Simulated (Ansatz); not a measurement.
# CH₃ClFISi: basis-set convergence

How large a basis does CH₃ClFISi need? Two functionals are run in growing sets.

Method: one geometry, several basis sets; program: Ansatz 0.2.0, Gaussian basis.

Plan: PBE0-D4/def2-SVP; ωB97M-V/def2-SVP; PBE0-D4/def2-QZVPP; ωB97M-V/def2-QZVPP; the functionals' def2-TZVPP values are taken from earlier runs.

1 further run of the same task is left out (for a known fault of the program).

## (1) Structure used throughout

An earlier PBE0-D4 in a triple-zeta def2 set relaxation fixed the geometry. I takes the def2 core potential; no spin-orbit term is included.

SMILES `C[Si](F)(Cl)I`, 8 atoms, charge 0, spin multiplicity 1.

Atoms are counted from 1 here; the program's logs count them from 0.

Bond lengths: C1–Si2 1.840 Å, C1–H6 1.093 Å, C1–H7 1.092 Å, C1–H8 1.091 Å, Si2–F3 1.588 Å, Si2–Cl4 2.037 Å, Si2–I5 2.424 Å. Angles: Si2–C1–H6 109.7°, Si2–C1–H7 110.1°, Si2–C1–H8 110.3°, H6–C1–H7 109.1°, H6–C1–H8 108.9°, H7–C1–H8 108.8°, C1–Si2–F3 109.8°, C1–Si2–Cl4 111.0°, C1–Si2–I5 111.9°, F3–Si2–Cl4 107.0°, F3–Si2–I5 107.4°, Cl4–Si2–I5 109.5°.

## (2) PBE0-D4 in def2-SVP

Contents of in.yaml:

```yaml
crystal:
  periodic: [false, false, false]
  atoms:
    - {symbol: C, position_ang: [-0.764663, -0.337300, 0.625597]}
    - {symbol: Si, position_ang: [0.646022, 0.129852, -0.459878]}
    - {symbol: F, position_ang: [1.966710, -0.606984, 0.026090]}
    - {symbol: Cl, position_ang: [0.312811, -0.454316, -2.382934]}
    - {symbol: I, position_ang: [1.083170, 2.513677, -0.401979]}
    - {symbol: H, position_ang: [-0.915591, -1.418836, 0.587940]}
    - {symbol: H, position_ang: [-0.558167, -0.041535, 1.656120]}
    - {symbol: H, position_ang: [-1.678090, 0.158444, 0.293242]}
basis:
  gaussian: {orbitals: def2-SVP}
hamiltonian: {xc: pbe0, dispersion: d4}
output: {orbitals: {seedname: orbitals}}
```

The run is started by

```bash
$ ansatz run in.yaml --threads 4 --pin off --events-out ev --progress --plain --max-ram 10444MiB
```

The runs that follow: ωB97M-V in def2-SVP; PBE0-D4 in def2-QZVPP; ωB97M-V in def2-QZVPP.

**Question.** What will the summary of the whole plan be? Wanted: PBE0-D4: double and triple zeta above quadruple; ωB97M-V: double and triple zeta above quadruple.

The runs gave:

| quantity | value |
| --- | --- |
| PBE0-D4: double and triple zeta above quadruple | 13.14, 0.88 eV |
| ωB97M-V: double and triple zeta above quadruple | 13.20, 0.83 eV |

PBE0-D4 gains 12.26 eV from double to triple zeta, then 0.88 eV more. Total energies overstate the basis error of differences, where much of it tends to cancel. The LUMO of ωB97M-V is positive and keeps falling with the basis (1.74 to 1.20 eV): an unbound level that the basis holds in place.
